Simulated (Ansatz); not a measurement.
**CH3ClO2SW: basis-set convergence**

An exercise on one series of results from a longer session: the logs are not shown, and one member is left open.

Program: Ansatz 0.2.0, Gaussian basis. Level of theory: one geometry, several basis sets. These are calculated values, not measurements.

Levels to be run: PBE0-D4/def2-SVP; ωB97M-V/def2-SVP; PBE0-D4/def2-QZVPP; ωB97M-V/def2-QZVPP; the functionals' def2-TZVPP values are taken from earlier runs.

**Structure used throughout**

The geometry comes from an earlier relaxation with PBE0-D4 in a triple-zeta def2 set; it is a stationary point, not always the lowest conformer. W takes the def2 core potential; no spin-orbit term is included.

SMILES `C[O][W](=[O])(=[S])[Cl]`, 9 atoms, charge 0, spin multiplicity 1.

Atoms are counted from 1 here; the program's logs count them from 0.

Bond lengths: C1–O2 1.409 Å, C1–H7 1.092 Å, C1–H8 1.092 Å, C1–H9 1.092 Å, O2–W3 1.837 Å, W3–O4 1.696 Å, W3–S5 2.130 Å, W3–Cl6 2.265 Å. Angles: O2–C1–H7 109.0°, O2–C1–H8 110.2°, O2–C1–H9 108.4°, H7–C1–H8 110.0°, H7–C1–H9 109.4°, H8–C1–H9 109.8°, C1–O2–W3 143.3°, O2–W3–O4 108.8°, O2–W3–S5 108.4°, O2–W3–Cl6 111.3°, O4–W3–S5 108.6°, O4–W3–Cl6 109.6°, S5–W3–Cl6 110.2°.

As a file:

```xyz
9
charge 0, multiplicity 1
C     0.32039   -1.26116    0.96379
O    -0.44719   -0.22032    0.40350
W    -0.43132    1.09931   -0.87469
O    -1.64881    0.77519   -2.01045
S     1.45229    1.05021   -1.86718
Cl   -0.77574    3.13953    0.04589
H    -0.10369   -2.21985    0.65950
H     1.35752   -1.18866    0.62865
H     0.27654   -1.17426    2.05099
```

Set-up of the first run:

in.yaml

```yaml
crystal:
  periodic: [false, false, false]
  atoms:
    - {symbol: C, position_ang: [0.320390, -1.261156, 0.963785]}
    - {symbol: O, position_ang: [-0.447189, -0.220316, 0.403501]}
    - {symbol: W, position_ang: [-0.431316, 1.099310, -0.874692]}
    - {symbol: O, position_ang: [-1.648807, 0.775187, -2.010454]}
    - {symbol: S, position_ang: [1.452294, 1.050210, -1.867178]}
    - {symbol: Cl, position_ang: [-0.775744, 3.139535, 0.045890]}
    - {symbol: H, position_ang: [-0.103695, -2.219853, 0.659500]}
    - {symbol: H, position_ang: [1.357522, -1.188658, 0.628648]}
    - {symbol: H, position_ang: [0.276545, -1.174260, 2.050990]}
basis:
  gaussian: {orbitals: def2-SVP}
hamiltonian: {xc: pbe0, dispersion: d4}
output: {orbitals: {seedname: orbitals}}
```

Command:

```console
ansatz run in.yaml --threads 4 --pin off --events-out ev --progress --plain --max-ram 11315MiB
```

Among the steps run: PBE0-D4 in def2-SVP; ωB97M-V in def2-SVP; PBE0-D4 in def2-QZVPP; ωB97M-V in def2-QZVPP.

One of the session's tables, all rows but one given; the rest of the session is left out.

It belongs to the step «Functionals by basis». 

```
functional       basis  HOMO (eV)  LUMO (eV)
   PBE0-D4    def2-SVP      -7.84      -2.54
   PBE0-D4  def2-TZVPP          ?          ?
   PBE0-D4  def2-QZVPP      -7.82      -2.59
   ωB97M-V    def2-SVP      -9.92      -0.46
   ωB97M-V  def2-TZVPP      -9.91      -0.54
   ωB97M-V  def2-QZVPP      -9.93      -0.60
```

Q: Estimate the row for PBE0-D4, def2-TZVPP from the others.

The run gave: HOMO (eV): -7.80; LUMO (eV): -2.56. In the column «HOMO (eV)» it is the highest.
